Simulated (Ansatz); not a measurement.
Predict the output of the script below (the Ansatz DFT code, driven from Python).

Script `run_zeeman.py`:
```python
"""Spin moment of K3Na in a magnetic field."""

import ansatz as az
from ase import Atoms
import numpy as np

FUNCTIONAL = "r2scan"
WIDTH_EV = 0.15

atoms = Atoms(
    ["K", "K", "K", "Na"],
    scaled_positions=[
        [0.25, 0.25, 0.25],
        [0.75, 0.75, 0.75],
        [0.5, 0.5, 0.5],
        [0.0, 0.0, 0.0],
    ],
    cell=[
        [0.0, 5.07269, 5.07269],
        [5.07269, 0.0, 5.07269],
        [5.07269, 5.07269, 0.0],
    ],
    pbc=True,
)
crystal = az.Crystal.from_ase(atoms)

calculation = (
    crystal.calculation()
    .functional(FUNCTIONAL)
    .pseudopotentials("paw")
    .basis(37 * az.Ry)
    .kpoints(4)
    .occupations(az.OccupationsMethod.FERMI_DIRAC, width=WIDTH_EV)
    .spin("collinear")
)
# the field acts on the spins alone; such large fields lift the response over the noise
rows = []
for tesla in [0, 100, 200, 400]:
    rep = (calculation.magnetic_field(tesla) if tesla else calculation).run(threads=1).report
    rows.append((tesla, rep["magnetization_mub"], rep["free_energy_ev"], rep["components"].get("e_zeeman", 0.0)))
print("         B (T)      moment muB            F eV  Zeeman term eV")
for row in rows:
    print(f"{str(row[0]):>14s}  {row[1]:14.4f}  {row[2]:14.5f}  {row[3]:14.5f}")
slope = np.polyfit([row[0] for row in rows], [row[1] for row in rows], 1)[0]
print(f"dM/dB = {1000 * slope:.4f} muB per 1000 T per cell")
```

```console
$ python run_zeeman.py
RunWarning: this spin-polarised run has no starting moment large enough to seed its density, so its SCF can try parallel moments of its own, which can die out, and starts no order whose moments [...]
         B (T)      moment muB            F eV  Zeeman term eV
             0          0.0000     -6116.07729         0.00000
           100          0.0390     -6116.07740        -0.00023
           200          0.0780     -6116.07774        -0.00090
           400          0.1564     -6116.07909        -0.00362
dM/dB = 0.3911 muB per 1000 T per cell
```
(Warnings from the package without file and line, shortened.)

Notes:
- Total energies depend on the potentials; only differences at equal settings carry meaning. A total without «per atom» is that of the cell as typed.
- The mesh is modest for a metal, so energies can be off by several to tens of meV an atom and pressures by half a GPa or more; differences at equal mesh fare better.
- A Fermi-Dirac width this large means warm electrons, whose thermal share enters the free energy.
- r2SCAN tends to overestimate the moments of itinerant magnets.
- This cell is a computed structure, which may not be the phase found in nature.
- Orbital magnetism is left out. The response of a metal hangs strongly on mesh and smearing, and a straight-line fit holds only where the moment is linear in the field.
- Wall time of the script: 2.6 min on 1 thread of Arm Neoverse V2, on a shared host, peak memory 1.1 GiB.

(Lines on the test bed's own set-up are left out of the output.)
